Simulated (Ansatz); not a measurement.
# CH3BOS: how energies converge with the basis set

Aim: see how fast density functionals converge with the basis set for CH3BOS.

Program: Ansatz 0.2.0, Gaussian basis. Level of theory: one geometry, several basis sets. These are calculated values, not measurements.

The runs, in order: PBE0-D4/def2-SVP; ωB97M-V/def2-SVP; PBE0-D4/def2-QZVPP; ωB97M-V/def2-QZVPP; the functionals' def2-TZVPP values are taken from earlier runs.

## (1) The geometry

An earlier PBE0-D4/def2-TZVP relaxation fixed the geometry.

SMILES `SC1BO1`, 7 atoms, charge 0, spin multiplicity 1.

Atoms are counted from 1 here; the program's logs count them from 0.

Bond lengths: S1–C2 1.761 Å, S1–H5 1.343 Å, C2–B3 1.511 Å, C2–O4 1.518 Å, C2–H6 1.085 Å, B3–O4 1.324 Å, B3–H7 1.184 Å. Angles: C2–S1–H5 98.1°, S1–C2–B3 126.0°, S1–C2–O4 117.4°, S1–C2–H6 111.2°, B3–C2–O4 51.8°, B3–C2–H6 122.0°, O4–C2–H6 110.6°, C2–B3–O4 64.3°, C2–B3–H7 157.1°, O4–B3–H7 138.4°, C2–O4–B3 63.8°.

## (2) PBE0-D4 in def2-SVP

The input, in.yaml:

```yaml
crystal:
  periodic: [false, false, false]
  atoms:
    - {symbol: S, position_ang: [-1.483565, 0.693844, -0.788339]}
    - {symbol: C, position_ang: [-0.375801, 0.120995, 0.455053]}
    - {symbol: B, position_ang: [1.012377, -0.429994, 0.222951]}
    - {symbol: O, position_ang: [0.057147, -1.332506, 0.388104]}
    - {symbol: H, position_ang: [-0.582120, 0.915039, -1.758974]}
    - {symbol: H, position_ang: [-0.738974, 0.365532, 1.447954]}
    - {symbol: H, position_ang: [2.172335, -0.400910, -0.012450]}
basis:
  gaussian: {orbitals: def2-SVP}
hamiltonian: {xc: pbe0, dispersion: d4}
output: {orbitals: {seedname: orbitals}}
```

On the command line:

```console
$ ansatz run in.yaml --threads 2 --pin off --events-out ev --progress --plain --max-ram 4352MiB
```

The runs that follow: ωB97M-V in def2-SVP; PBE0-D4 in def2-QZVPP; ωB97M-V in def2-QZVPP.

Q: Predict the results of all the runs planned. Wanted: PBE0-D4: double and triple zeta above quadruple; ωB97M-V: double and triple zeta above quadruple.

The runs gave:

```
                                       quantity          value
PBE0-D4: double and triple zeta above quadruple  8.73, 0.55 eV
ωB97M-V: double and triple zeta above quadruple  8.81, 0.52 eV
```

**Reading.** For PBE0-D4 the step from double to triple zeta gains 8.18 eV and the next only 0.55 eV. Total energies overstate the basis error of differences, where much of it tends to cancel. The LUMO of ωB97M-V is positive and keeps falling with the basis (1.56 to 0.88 eV): an unbound level that the basis holds in place.
